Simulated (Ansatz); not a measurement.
# Ge3PtS4: a trial structure relaxed, part 2 of 2

Aim: relax a trial structure of Ge3PtS4 and see where it ends.

Ansatz 0.2.0; DFT PBE, scalar-relativistic, plane waves, PAW.

## Step 4: Final relaxation

Contents of input.yaml:

```yaml
crystal:
  lattice:
    - [-3.25476586, 3.25476586, 3.25476586]
    - [3.25476586, -3.25476586, 3.25476586]
    - [3.25476586, 3.25476586, -3.25476586]
  atoms:
    - { symbol: Ge, position: [0.0, 0.5, 0.5] }
    - { symbol: Ge, position: [0.5, 0.0, 0.5] }
    - { symbol: Ge, position: [0.5, 0.5, 0.0] }
    - { symbol: Pt, position: [0.0, 0.0, 0.0] }
    - { symbol: S, position: [0.5, 0.0, 0.0] }
    - { symbol: S, position: [0.0, 0.5, 0.0] }
    - { symbol: S, position: [0.0, 0.0, 0.5] }
    - { symbol: S, position: [0.5, 0.5, 0.5] }
basis:
  ecutwfc: 420
kpoints:
  mp_grid: { grid: [8, 8, 8] }
hamiltonian:
  xc: pbe
scf:
  occupations: { method: gaussian, width: 0.1 }
output:
  forces: true
  stress: true
  eigenvalues: true
relax:
  adjacent_minimum: "off"
  f_tol: 0.01
  max_steps: 80
  cell: { stress_tol: 0.05 }
```

The run is started by

```
> ansatz run input.yaml --threads 1 --pin off --max-ram 2048MiB --backend cpu --events-out ev --progress --plain --runs-dir out
```

The program printed:

```text
Warning: RAYON_NUM_THREADS=1 ignored (pool sized by the plan → 1); use --threads N
Engine: ansatz 0.2.0, aarch64-unknown-linux-gnu
Pseudopotentials: kind: paw
Pseudopotential: Ge, paw, valence charge 14, recommended cutoff 420 eV (normal), Ge.paw.azcp
Pseudopotential: Pt, paw, valence charge 18, recommended cutoff 420 eV (normal), Pt.paw.azcp
Pseudopotential: S, paw, valence charge 6, recommended cutoff 420 eV (normal), S.paw.azcp
Functional definition: PBE
  parameter kappa = 0.804
  parameter beta = 0.06672455060314922
  exchange = pbe_x(kappa = kappa, mu = beta*pi^2/3)
  correlation = pbe_c(beta = beta)
Crystal: 8 atoms, lattice volume = 137.917 Å³
Basis set: ecut = 420 eV, 2731 PW (Γ), exchange–correlation on 80×80×80 points (8 copies of the dense FFT grid, shifted against one another)
Bands: 51, of which v1, the nominal top of the filled ones, is band 42 counted from 1 (41 counted from 0)
Symmetry: 48 space group operations
Space group: Im-3m (ITA 229), of the structure as read, at distance tolerance 5.2e-5 Å
k-points: 29 of 512
Non-local potential: Ge, projectors of the file, l = 0: 2, l = 1: 2, l = 2: 3, l = 3: 1
Non-local potential: Pt, projectors of the file, l = 0: 3, l = 1: 2, l = 2: 2, l = 3: 1
Non-local potential: S, projectors of the file, l = 0: 2, l = 1: 2, l = 2: 2
PAW form: soft (Blöchl's): semilocal exchange-correlation on the pseudo side does not see the compensation charge
PAW one-centre angular grid: Ge, 590 points (default); XC on 64 Gauss nodes
PAW one-centre angular grid: Pt, 590 points (default); XC on 64 Gauss nodes
PAW one-centre angular grid: S, 110 points (default); XC on 64 Gauss nodes
Initial density: superposition of atomic densities (neutral atoms: chi_scale 0, normalization atom), corrected by the library's trained network
Initial wavefunctions: pseudopotential atomic-orbital guess
Functional: x = pbe(κ = 0.804, μ = 0.2195149727645171), c = pbe(β = 0.06672455060314922)
SCF iter   1: F=—  HF=-29014.252521 eV  |F-HF|=—  |Δ(HF+E_count)|=         —  Δρ=5.17e-3  dr2=6.73e-2  ethr=1.77e-3  ⟨swp⟩=6.8  Hψ=5265  notcnv=0  defer=7
preconditioner: auto → Kerker (q_TF=auto, 2.512 Å⁻¹)  [metal: Δε(μ)=0.019 eV  Ē_g=15.737 eV  σ=0.100 eV  W_gap=0.10  n_scr=42 (ndim 8)  ℏωp=27.6 eV  f_vac=0.000  D(μ)=2.67/eV (n_scr^D=12)]
SCF iter   2: F=—  HF=-29014.246433 eV  |F-HF|=—  |Δ(HF+E_count)|=   6.09e-3  Δρ=2.97e-3  dr2=2.54e-2  ethr=8.01e-5  ⟨swp⟩=1.0  Hψ=1711  notcnv=0  defer=7
SCF iter   3: F=—  HF=-29014.241964 eV  |F-HF|=—  |Δ(HF+E_count)|=   4.47e-3  Δρ=4.52e-4  dr2=6.28e-4  ethr=3.02e-5  ⟨swp⟩=2.0  Hψ=1818  notcnv=0  defer=7
SCF iter   4: F=—  HF=-29014.241848 eV  |F-HF|=—  |Δ(HF+E_count)|=   1.15e-4  Δρ=1.99e-4  dr2=6.67e-5  ethr=7.48e-7  ⟨swp⟩=2.0  Hψ=2488  notcnv=0  defer=7
SCF iter   5: F=—  HF=-29014.241812 eV  |F-HF|=—  |Δ(HF+E_count)|=   3.62e-5  Δρ=8.47e-5  dr2=1.22e-5  ethr=7.94e-8  ⟨swp⟩=2.0  Hψ=2367  notcnv=0  defer=7
SCF iter   6: F=—  HF=-29014.241811 eV  |F-HF|=—  |Δ(HF+E_count)|=   7.01e-7  Δρ=1.59e-5  dr2=3.52e-7  ethr=1.45e-8  ⟨swp⟩=2.8  Hψ=2762  notcnv=0  defer=7
SCF iter   7: F=-29014.241811 eV  HF=-29014.241811 eV  |F-HF|=3.14e-9  |Δ(HF+E_count)|=   6.67e-8  Δρ=4.50e-6  dr2=2.82e-8  ethr=1.19e-10  ⟨swp⟩=7.9  Hψ=5397  notcnv=0
SCF 1 converged in 7 iterations: F = -29014.241811 eV  dr2 = 2.82e-8
relax step   1: F+E_penalty+E_count = -29014.24181125 eV  Δ(F+E_penalty+E_count) = +0.000e0 eV  max|allowed force component| = 2.297e-29 eV/Å  Δτ_max = 0.0000 Å  P = +0.154 GPa  Ω = 137.917 Å³  (7 SCF iters, dr2 threshold 1.00e-7 eV, accepted)
Crystal: 8 atoms, lattice volume = 138.346 Å³
Initial density: handed on by an earlier stage of this run
Initial wavefunctions: those handed on with the density
iter 1 solved again at ethr=3.29e-7 eV; its pass at ethr=3.10e-3 eV (dr2=2.76e-4 eV) is discarded
SCF iter   1: F=—  HF=-29014.241887 eV  |F-HF|=—  |Δ(HF+E_count)|=         —  Δρ=2.90e-4  dr2=3.02e-4  ethr=3.29e-7  ⟨swp⟩=2.1  Hψ=5938  notcnv=0
preconditioner: auto → Kerker (q_TF=auto, 2.511 Å⁻¹)  [metal: Δε(μ)=0.018 eV  Ē_g=15.713 eV  σ=0.100 eV  W_gap=0.10  n_scr=42 (ndim 8)  ℏωp=27.5 eV  f_vac=0.000  D(μ)=3.01/eV (n_scr^D=18)]
SCF iter   2: F=—  HF=-29014.241867 eV  |F-HF|=—  |Δ(HF+E_count)|=   1.99e-5  Δρ=1.45e-4  dr2=8.89e-5  ethr=3.29e-7  ⟨swp⟩=1.0  Hψ=1479  notcnv=0
SCF iter   3: F=—  HF=-29014.241858 eV  |F-HF|=—  |Δ(HF+E_count)|=   8.79e-6  Δρ=3.31e-5  dr2=4.58e-6  ethr=1.06e-7  ⟨swp⟩=1.4  Hψ=1507  notcnv=0
SCF iter   4: F=—  HF=-29014.241846 eV  |F-HF|=—  |Δ(HF+E_count)|=   1.15e-5  Δρ=1.25e-5  dr2=2.61e-7  ethr=5.46e-9  ⟨swp⟩=2.0  Hψ=2525  notcnv=0
iter 5 did not close the SCF: its close was put off for the readings that it lacked (scf_convergence_deferred on its scf_iter line)
SCF iter   5: F=-29014.241846 eV  HF=-29014.241846 eV  |F-HF|=1.34e-8  |Δ(HF+E_count)|=   2.56e-7  Δρ=5.23e-6  dr2=4.19e-8  ethr=3.10e-10  ⟨swp⟩=2.0  Hψ=2270  notcnv=0
SCF iter   6: F=-29014.241846 eV  HF=-29014.241846 eV  |F-HF|=5.82e-11  |Δ(HF+E_count)|=   1.54e-9  Δρ=9.00e-7  dr2=1.05e-9  ethr=4.98e-11  ⟨swp⟩=2.3  Hψ=4859  notcnv=0
SCF 2 converged in 6 iterations: F = -29014.241846 eV  dr2 = 1.05e-9
relax step   2: F+E_penalty+E_count = -29014.24184619 eV  Δ(F+E_penalty+E_count) = -3.494e-5 eV  max|allowed force component| = 2.472e-29 eV/Å  Δτ_max = 0.0000 Å  P = -0.081 GPa  Ω = 138.346 Å³  energy of the carried Pulay correction = -6.186e-5 eV  (6 SCF iters, dr2 threshold 5.94e-8 eV, accepted)
Crystal: 8 atoms, lattice volume = 138.198 Å³
iter 1 solved again at ethr=3.97e-8 eV; its pass at ethr=3.10e-3 eV (dr2=3.33e-5 eV) is discarded
SCF iter   1: F=—  HF=-29014.241909 eV  |F-HF|=—  |Δ(HF+E_count)|=         —  Δρ=1.00e-4  dr2=3.57e-5  ethr=3.97e-8  ⟨swp⟩=2.2  Hψ=5940  notcnv=0
preconditioner: auto → Kerker (q_TF=auto, 2.511 Å⁻¹)  [metal: Δε(μ)=0.014 eV  Ē_g=15.719 eV  σ=0.100 eV  W_gap=0.08  n_scr=42 (ndim 8)  ℏωp=27.5 eV  f_vac=0.000  D(μ)=2.97/eV (n_scr^D=18)]
SCF iter   2: F=—  HF=-29014.241914 eV  |F-HF|=—  |Δ(HF+E_count)|=   5.50e-6  Δρ=4.99e-5  dr2=1.05e-5  ethr=3.97e-8  ⟨swp⟩=1.0  Hψ=1479  notcnv=0
SCF iter   3: F=—  HF=-29014.241905 eV  |F-HF|=—  |Δ(HF+E_count)|=   8.98e-6  Δρ=1.14e-5  dr2=5.44e-7  ethr=1.25e-8  ⟨swp⟩=1.4  Hψ=1508  notcnv=0
SCF iter   4: F=—  HF=-29014.241905 eV  |F-HF|=—  |Δ(HF+E_count)|=   1.11e-7  Δρ=4.31e-6  dr2=2.98e-8  ethr=6.48e-10  ⟨swp⟩=2.0  Hψ=2523  notcnv=0
iter 5 did not close the SCF: its close was put off for the readings that it lacked (scf_convergence_deferred on its scf_iter line)
SCF iter   5: F=-29014.241905 eV  HF=-29014.241905 eV  |F-HF|=1.57e-9  |Δ(HF+E_count)|=   3.00e-8  Δρ=1.81e-6  dr2=4.91e-9  ethr=3.55e-11  ⟨swp⟩=2.0  Hψ=2309  notcnv=0
SCF iter   6: F=-29014.241905 eV  HF=-29014.241905 eV  |F-HF|=7.28e-12  |Δ(HF+E_count)|=  2.04e-10  Δρ=3.05e-7  dr2=1.23e-10  ethr=5.84e-12  ⟨swp⟩=2.1  Hψ=4582  notcnv=0
SCF 3 converged in 6 iterations: F = -29014.241905 eV  dr2 = 1.23e-10
relax step   3: F+E_penalty+E_count = -29014.24190512 eV  Δ(F+E_penalty+E_count) = -5.893e-5 eV  max|allowed force component| = 1.049e-28 eV/Å  Δτ_max = 0.0000 Å  P = -0.000 GPa  Ω = 138.198 Å³  energy of the carried Pulay correction = -4.052e-5 eV  (6 SCF iters, dr2 threshold 1.64e-8 eV, accepted)
Initial wavefunctions: pseudopotential atomic-orbital guess (no wavefunctions were taken with the density)
iter 1 solved again at ethr=1.31e-8 eV; its pass at ethr=3.10e-3 eV (dr2=1.10e-5 eV) is discarded
SCF iter   1: F=—  HF=-29014.241943 eV  |F-HF|=—  |Δ(HF+E_count)|=         —  Δρ=2.42e-6  dr2=2.01e-9  ethr=1.31e-8  ⟨swp⟩=3.3  Hψ=8878  notcnv=0
preconditioner: auto → Kerker (q_TF=auto, 2.511 Å⁻¹)  [metal: Δε(μ)=0.014 eV  Ē_g=15.718 eV  σ=0.100 eV  W_gap=0.08  n_scr=42 (ndim 8)  ℏωp=27.5 eV  f_vac=0.000  D(μ)=2.98/eV (n_scr^D=18)]
SCF iter   2: F=—  HF=-29014.241948 eV  |F-HF|=—  |Δ(HF+E_count)|=   4.84e-6  Δρ=1.35e-6  dr2=7.27e-10  ethr=2.39e-12  ⟨swp⟩=3.0  Hψ=2858  notcnv=0
SCF iter   3: F=—  HF=-29014.241948 eV  |F-HF|=—  |Δ(HF+E_count)|=  3.24e-10  Δρ=4.64e-7  dr2=1.20e-10  ethr=1.00e-12  ⟨swp⟩=2.0  Hψ=1532  notcnv=0
iter 4 did not close the SCF: its close was put off for the readings that it lacked (scf_convergence_deferred on its scf_iter line)
SCF iter   4: F=-29014.241948 eV  HF=-29014.241948 eV  |F-HF|=7.28e-12  |Δ(HF+E_count)|=  7.28e-12  Δρ=8.05e-8  dr2=9.11e-12  ethr=1.00e-12  ⟨swp⟩=1.0  Hψ=1479  notcnv=0
iter 5 did not close the SCF: its close was put off for the readings that it lacked (scf_convergence_deferred on its scf_iter line)
SCF iter   5: F=-29014.241948 eV  HF=-29014.241948 eV  |F-HF|=7.28e-12  |Δ(HF+E_count)|=  7.28e-12  Δρ=2.63e-8  dr2=1.63e-12  ethr=1.00e-12  ⟨swp⟩=1.0  Hψ=1479  notcnv=0
iter 6 did not close the SCF: its close was put off for the readings that it lacked (scf_convergence_deferred on its scf_iter line)
SCF iter   6: F=-29014.241948 eV  HF=-29014.241948 eV  |F-HF|=0.00e0  |Δ(HF+E_count)|=  7.28e-12  Δρ=5.95e-9  dr2=1.27e-13  ethr=1.00e-12  ⟨swp⟩=1.0  Hψ=1479  notcnv=0
iter 7 did not close the SCF: its close was put off for the readings that it lacked (scf_convergence_deferred on its scf_iter line)
SCF iter   7: F=-29014.241948 eV  HF=-29014.241948 eV  |F-HF|=1.09e-11  |Δ(HF+E_count)|=  3.64e-12  Δρ=1.42e-9  dr2=5.36e-15  ethr=1.00e-12  ⟨swp⟩=1.0  Hψ=1479  notcnv=0
SCF iter   8: F=-29014.241948 eV  HF=-29014.241948 eV  |F-HF|=3.64e-12  |Δ(HF+E_count)|=    0.00e0  Δρ=5.48e-10  dr2=5.19e-16  ethr=1.00e-12  ⟨swp⟩=1.0  Hψ=3074  notcnv=0
SCF 4 converged in 8 iterations: F = -29014.241948 eV  dr2 = 5.19e-16
relax step   4: F+E_penalty+E_count = -29014.24194763 eV  Δ(F+E_penalty+E_count) = -4.252e-5 eV  max|allowed force component| = 1.054e-28 eV/Å  Δτ_max = 0.0000 Å  P = -0.001 GPa  Ω = 138.198 Å³  stress off target by 6.22e-4 GPa  SCF on the basis re-selected at this cell (its energy is not comparable with the rows above)  (8 SCF iters)
basis re-selected at this cell: Δ(F+E_penalty+E_count) = -4.252e-5 eV, ΔP = -0.000 GPa vs the last step (what re-selecting the basis moved, of the pressure what is left beyond the Pulay correction that the steps carried, after the strain that the cell walked since its last selection, with what the two solves' SCF thresholds leave and, on support functions, any second-order correction that the steps lacked; it is no measure of the basis error at this ecutwfc). This SCF's stress stands 6.22e-4 GPa from its target on what of the cell is left free (relax.cell.stress_tol is 5.00e-2 GPa) and its largest allowed force component is 1.05e-28 eV/Å (relax.f_tol is 1.00e-2 eV/Å): within both
SCF converged after 8 iterations
Free energy (F): -29014.241948 eV
Harris-Foulkes:  -29014.241948 eV  (|F-HF|=3.64e-12)
Internal energy: -29014.227048 eV  (E = F + TS)
E sigma→0 (E₀):  -29014.234498 eV
Entropy (-TS):   -0.014899 eV (-1.862 meV/atom)
Fermi energy:    11.030001 eV
--- Per-component energies (eV) ---
  E_band       = -569.569833
  E_kinetic    = 1387.379689
  E_local      = -9188.994528  (includes V_loc(G=0)·N_el)
  E_nonlocal   = 1555.904928
  E_hartree    = 3865.374647
  E_xc         = -874.270128
  E_vxc        = -842.311756  (∫ρ·V_xc dr)
  E_paw        = -17895.901479  (= ΣΔE_a)
  E_vpaw       = -1212.298422  (= ΣTr[D̂ρ^β])
  E_aug_tail   = 0.000961  (compensation charges beyond the density's cutoff)
  E_ewald      = -7863.721137
  E_smearing   = -0.014899  (= −TS)
  E_closure    = 0.000000  (closes the sum)
  Σ components = -29014.241948   (vs F -29014.241948, Δ=0.00e0)
--- Forces (eV/Å), atoms counted from 1 ---
  atom   1  Ge     0.00000000    -0.00000000    -0.00000000
  atom   2  Ge     0.00000000     0.00000000     0.00000000
  atom   3  Ge     0.00000000    -0.00000000    -0.00000000
  atom   4  Pt    -0.00000000     0.00000000    -0.00000000
  atom   5  S      0.00000000     0.00000000    -0.00000000
  atom   6  S      0.00000000    -0.00000000     0.00000000
  atom   7  S     -0.00000000     0.00000000    -0.00000000
  atom   8  S     -0.00000000     0.00000000     0.00000000
  max |Σ_I F_I| component: 2.79e-28 eV/Å
--- Stress (GPa, compression-positive) ---
       -0.000622      -0.000000       0.000000
       -0.000000      -0.000622       0.000000
        0.000000       0.000000      -0.000622
  P = ⅓ Tr σ = -0.0006 GPa (-0.006 kbar)
--- Band table (eV; the first three rows and the last of 29) ---
  k-point 0: bands = ["-87.0008", "-41.2312", "-41.2312", "-41.2312", "-13.7642", "-13.7642", "-13.7553", "-13.7552", "-13.7552", "-13.7552", "-13.7412", "-13.7412", "-13.7412", "-13.7304", "-13.7304", "-13.7281", "-13.7281", "-13.7281", "-13.7076", "-3.9573", "-1.1714", "-1.1714", "-1.1714", "3.7737", "3.7737", "4.8371", "4.8371", "4.8371", "5.1223", "5.4359", "5.4359", "5.4359", "8.7141", "8.7141", "8.8331", "8.8331", "8.8331", "9.0156", "9.0156", "9.0156", "10.1869", "10.8363", "10.9442", "10.9442", "15.9661", "15.9661", "15.9661", "16.1996", "16.1996", "16.1996", "16.5990"]
  k-point 1: bands = ["-87.0008", "-41.2312", "-41.2312", "-41.2312", "-13.7636", "-13.7624", "-13.7548", "-13.7546", "-13.7545", "-13.7542", "-13.7414", "-13.7414", "-13.7414", "-13.7314", "-13.7307", "-13.7288", "-13.7285", "-13.7284", "-13.7092", "-3.8705", "-1.2804", "-1.2080", "-1.1832", "3.2810", "3.5022", "4.5531", "5.0351", "5.1082", "5.5034", "5.5514", "5.6680", "5.9022", "8.3964", "8.4767", "8.4826", "8.8257", "8.8580", "9.1647", "9.1779", "9.2781", "10.7132", "10.8227", "10.8499", "11.0100", "15.2715", "15.4020", "15.4712", "15.8127", "16.0546", "16.1403", "16.5898"]
  k-point 2: bands = ["-87.0008", "-41.2312", "-41.2312", "-41.2312", "-13.7623", "-13.7575", "-13.7530", "-13.7528", "-13.7524", "-13.7513", "-13.7420", "-13.7420", "-13.7418", "-13.7343", "-13.7318", "-13.7309", "-13.7294", "-13.7292", "-13.7133", "-3.6153", "-1.6105", "-1.2923", "-1.2111", "2.8328", "3.1172", "3.9271", "5.4254", "5.5273", "5.5889", "5.8688", "6.3756", "7.0842", "7.9155", "8.0573", "8.4504", "8.8068", "9.0232", "9.2685", "9.4804", "9.5734", "10.0372", "10.5184", "11.4145", "12.1152", "13.8291", "14.1899", "14.7831", "15.1908", "15.2888", "16.1204", "16.1605"]
  k-point 28: bands = ["-87.0008", "-41.2312", "-41.2312", "-41.2312", "-13.7674", "-13.7574", "-13.7574", "-13.7509", "-13.7509", "-13.7509", "-13.7434", "-13.7434", "-13.7434", "-13.7377", "-13.7280", "-13.7280", "-13.7280", "-13.7165", "-13.7165", "-2.2151", "-2.2151", "-2.2151", "-0.2698", "0.9388", "0.9388", "2.6035", "6.1054", "6.1054", "6.1054", "7.6801", "8.7715", "8.7715", "8.9010", "8.9010", "8.9010", "9.9374", "9.9374", "9.9374", "10.3062", "10.3062", "10.3062", "11.6886", "11.6886", "12.2217", "12.2217", "12.2217", "12.2433", "12.2433", "12.2433", "14.3832", "14.3832"]
--- Relaxed structure (3 steps of the walk, 3 accepted, 1 SCFs on fresh bases) ---
  F+E_penalty+E_count = -29014.24194763 eV   max|allowed force component| = 1.054e-28 eV/Å   (the final SCF, on the basis selected at the relaxed cell)
  cell:  # Å, volume = 138.1979 Å³
    - [-3.2569706409354913, 3.2569706409354913, 3.2569706409354913]
    - [3.2569706409354913, -3.2569706409354913, 3.2569706409354913]
    - [3.2569706409354913, 3.2569706409354913, -3.2569706409354913]
  atoms:
    - { symbol: Ge, position: [2.8639634589078983e-36, 0.49999999999999994, 0.49999999999999994] }
    - { symbol: Ge, position: [0.49999999999999994, 2.691380162871462e-35, 0.49999999999999994] }
    - { symbol: Ge, position: [0.49999999999999994, 0.49999999999999994, 7.892657925850432e-37] }
    - { symbol: Pt, position: [1.237578210554518e-36, -3.1204306633063154e-36, -3.6164250434192395e-36] }
    - { symbol: S, position: [0.49999999999999994, 0.0, 0.0] }
    - { symbol: S, position: [0.0, 0.49999999999999994, 0.0] }
    - { symbol: S, position: [0.0, 0.0, 0.49999999999999994] }
    - { symbol: S, position: [0.49999999999999994, 0.49999999999999994, 0.49999999999999994] }
```

It took 38 s on 1 thread of Arm Neoverse V2, shared host; peak memory 0.49 GiB.

Relaxation path:

```
step  energy from step 1 (eV/cell)  largest force component (eV/Å)  pressure (GPa)  volume (Å³)
   1                        0.0000                          0.0000            0.15       137.92
   2                        0.0000                          0.0000           -0.08       138.35
   3                       -0.0001                          0.0000            0.00       138.20
   4                       -0.0001                          0.0000            0.00       138.20
```

Step 1 is the start. Step 4 repeats the geometry before it on a plane-wave basis chosen anew for that cell, so its energy need not be comparable with the rows above.

Lengths and angles in the start's conventional setting:

|  | before | after | change |
| --- | --- | --- | --- |
| a (Å) | 6.510 | 6.514 | +0.1 % |
| b (Å) | 6.510 | 6.514 | +0.1 % |
| c (Å) | 6.510 | 6.514 | +0.1 % |
| volume (Å³/atom) | 17.24 | 17.27 | +0.2 % |
| shortest distance (Å) | 2.819 | 2.821 | +0.1 % |
| space group (0.01 Å) | Im-3m | Im-3m | same |

Forces and stress were held to the start's 48 operations: a distortion of lower symmetry was not tested.

## Step 5: Changing settings: dispersion d3bjatm, preconditioner none

Contents of input.yaml:

```yaml
crystal:
  lattice:
    - [-3.2569706409, 3.2569706409, 3.2569706409]
    - [3.2569706409, -3.2569706409, 3.2569706409]
    - [3.2569706409, 3.2569706409, -3.2569706409]
  atoms:
    - { symbol: Ge, position: [0.0, 0.5, 0.5] }
    - { symbol: Ge, position: [0.5, 0.0, 0.5] }
    - { symbol: Ge, position: [0.5, 0.5, 0.0] }
    - { symbol: Pt, position: [0.0, 0.0, 0.0] }
    - { symbol: S, position: [0.5, 0.0, 0.0] }
    - { symbol: S, position: [0.0, 0.5, 0.0] }
    - { symbol: S, position: [0.0, 0.0, 0.5] }
    - { symbol: S, position: [0.5, 0.5, 0.5] }
basis:
  ecutwfc: 420
kpoints:
  mp_grid: { grid: [8, 8, 8] }
hamiltonian:
  xc: pbe
  dispersion: d3bjatm
scf:
  occupations: { method: gaussian, width: 0.1 }
  mixing: { preconditioner: none }
output:
  forces: true
  eigenvalues: true
  stress: true
```

The run is started by

```
> ansatz run input.yaml --threads 1 --pin off --max-ram 2048MiB --backend cpu --events-out ev --progress --plain --runs-dir out
```

The program printed, shortened:

```text
Warning: RAYON_NUM_THREADS=1 ignored (pool sized by the plan → 1); use --threads N
[...]
[... 5 set-up lines as earlier in the session ...]
[...]
Crystal: 8 atoms, lattice volume = 138.198 Å³
Basis set: ecut = 420 eV, 2731 PW (Γ), exchange–correlation on 80×80×80 points (8 copies of the dense FFT grid, shifted against one another)
Bands: 51, of which v1, the nominal top of the filled ones, is band 42 counted from 1 (41 counted from 0)
[... 2 set-up lines as earlier in the session ...]
k-points: 29 of 512
[...]
SCF converged after 7 iterations
Free energy (F): -29017.209694 eV
[...]
E sigma→0 (E₀):  -29017.202244 eV
Entropy (-TS):   -0.014899 eV (-1.862 meV/atom)
Fermi energy:    11.029982 eV
[...]
--- Forces (eV/Å), atoms counted from 1 ---
  atom   1  Ge     0.00000000    -0.00000000     0.00000000
  atom   2  Ge     0.00000000     0.00000000     0.00000000
  atom   3  Ge     0.00000000    -0.00000000    -0.00000000
  atom   4  Pt    -0.00000000     0.00000000    -0.00000000
  atom   5  S      0.00000000    -0.00000000    -0.00000000
  atom   6  S      0.00000000    -0.00000000     0.00000000
  atom   7  S     -0.00000000     0.00000000    -0.00000000
  atom   8  S     -0.00000000     0.00000000     0.00000000
[...]
--- Stress (GPa, compression-positive) ---
       -3.175743      -0.000000      -0.000000
        0.000000      -3.175743      -0.000000
        0.000000       0.000000      -3.175743
  P = ⅓ Tr σ = -3.1757 GPa (-31.757 kbar)
--- Band table (eV; the first three rows and the last of 29) ---
[...]
```

Run time: 9.1 s. Hardware: 1 thread of Arm Neoverse V2, shared host; peak memory 0.47 GiB.

| run | ending | energy change | pressure (GPa) | gap (eV) | force (eV/Å) | cycles | time |
| --- | --- | --- | --- | --- | --- | --- | --- |
| step 4 | converged | 0 | 0.0 | 0.00 | 0.00 | - | 38 s |
| variant | converged | -371.0 meV/atom (offset of the dispersion model) | -3.2 | 0.00 | 0.00 | 7 | 9.1 s |

Changing the dispersion term and mixing moves the energy by -371.0 meV/atom, and the pressure goes from 0.0 to -3.2 GPa. The dispersion term adds attraction between atoms and pulls the pressure down.

## Step 6: Summary of results

This closing draws on all 2 parts.

| quantity | value |
| --- | --- |
| symmetry at the end (tolerance 0.05 Å) | space group Im-3m (No. 229) |
| conventional cell | a = 6.514 Å, b = 6.514 Å, c = 6.514 Å, α = 90.00°, β = 90.00°, γ = 90.00° |
| volume | 17.27 Å³/atom |
| energy over the elements | +0.25 eV/atom |
| gap on the mesh | none (metal) |

The space group Im-3m (No. 229) is kept, at nearly the size of the first guess. With a positive formation energy it can't be a ground state. No finished test with a distortion of lower symmetry is shown, so the end may be a saddle point. The runs treat Pt without spin-orbit coupling. Other magnetic orders were not searched.
